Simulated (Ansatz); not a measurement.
**C3H4OZn: a ladder of functionals and wavefunction methods**

An exercise on one series of results from a longer session: the logs are not shown, and one member is left open.

Method: functionals in def2-TZVPP, the program's frozen cores in correlated methods; program: Ansatz 0.2.0, Gaussian basis.

Levels to be run: PBE-D4, r2SCAN-D4, PBE0-D4, B3LYP-D4, ωB97X-V, ωB97M-V, B2PLYP; CCSD(T)/def2-TZVPP; MP2/def2-QZVPP; extrapolation to the limit.

**The geometry**

The geometry comes from an earlier relaxation with PBE0-D4 in a triple-zeta def2 set; it is a stationary point, not always the lowest conformer.

9 atoms, charge 0, spin multiplicity 1.

Atoms are counted from 1 here; the program's logs count them from 0.

Bond lengths: C1–C2 1.453 Å, C1–H6 1.093 Å, C1–H7 1.093 Å, C1–H8 1.093 Å, C2–C3 1.201 Å, C3–O4 1.305 Å, O4–H9 0.970 Å. Angles: C2–C1–H6 111.4°, C2–C1–H7 111.3°, C2–C1–H8 110.7°, H6–C1–H7 108.0°, H6–C1–H8 107.6°, H7–C1–H8 107.6°, C1–C2–C3 179.9°, C2–C3–O4 177.1°, C3–O4–H9 109.3°.

Geometry (Å):

| atom | x (Å) | y (Å) | z (Å) |
| --- | --- | --- | --- |
| C1 | -0.58106 | -0.85023 | -1.25380 |
| C2 | -0.03367 | -0.45593 | 0.03270 |
| C3 | 0.41924 | -0.12895 | 1.09537 |
| O4 | 0.91030 | 0.16391 | 2.26854 |
| Zn5 | 0.50694 | 2.96090 | 0.32831 |
| H6 | -1.57298 | -1.29603 | -1.14533 |
| H7 | 0.06395 | -1.57696 | -1.75405 |
| H8 | -0.67794 | 0.01519 | -1.91500 |
| H9 | 1.05373 | 1.12200 | 2.32626 |

The first run:

in.yaml

```yaml
crystal:
  periodic: [false, false, false]
  atoms:
    - {symbol: C, position_ang: [-0.581058, -0.850225, -1.253801]}
    - {symbol: C, position_ang: [-0.033669, -0.455927, 0.032697]}
    - {symbol: C, position_ang: [0.419237, -0.128946, 1.095371]}
    - {symbol: O, position_ang: [0.910301, 0.163908, 2.268538]}
    - {symbol: Zn, position_ang: [0.506940, 2.960897, 0.328313]}
    - {symbol: H, position_ang: [-1.572984, -1.296027, -1.145333]}
    - {symbol: H, position_ang: [0.063945, -1.576964, -1.754045]}
    - {symbol: H, position_ang: [-0.677940, 0.015188, -1.914996]}
    - {symbol: H, position_ang: [1.053729, 1.121997, 2.326257]}
basis:
  gaussian: {orbitals: def2-TZVPP}
hamiltonian: {xc: pbe, dispersion: d4}
output: {forces: true, orbitals: {seedname: orbitals}}
```

The run is started by

```sh
ansatz run in.yaml --threads 4 --pin off --events-out ev --progress --plain --max-ram 10444MiB
```

Among the steps run: PBE-D4 (GGA); r2SCAN-D4 (meta-GGA); PBE0-D4 (hybrid); B3LYP-D4 (hybrid); ωB97X-V (range-separated); ωB97M-V (range-separated); B2PLYP (double hybrid); CCSD(T) in def2-TZVPP; MP2 in def2-QZVPP.

One of the session's tables, all rows but one given; the rest of the session is left out.

It belongs to the step «Atomisation energies». 

```
            method  atomisation energy (kJ/mol)
            PBE-D4                       3473.2
         r2SCAN-D4                       3356.4
           PBE0-D4                       3377.8
          B3LYP-D4                       3351.1
           ωB97X-V                       3334.5
           ωB97M-V                       3351.6
            B2PLYP                       3315.4
     HF/def2-TZVPP                       2345.2
    MP2/def2-TZVPP                       3342.2
   CCSD/def2-TZVPP                       3180.8
CCSD(T)/def2-TZVPP                       3245.6
           MP2/CBS                            ?
       CCSD(T)/CBS                       3337.4
```

Estimate the missing values for MP2/CBS.

As computed: atomisation energy (kJ/mol): 3434.0. In the column «atomisation energy (kJ/mol)» it lies between PBE0-D4 (3377.8) and PBE-D4 (3473.2).

Caveats from the session: Free atoms (3 C, 1 O, 1 Zn, 4 H) were run apart at each level; the atomisation energy is their sum less the molecule, without zero-point or spin-orbit terms.
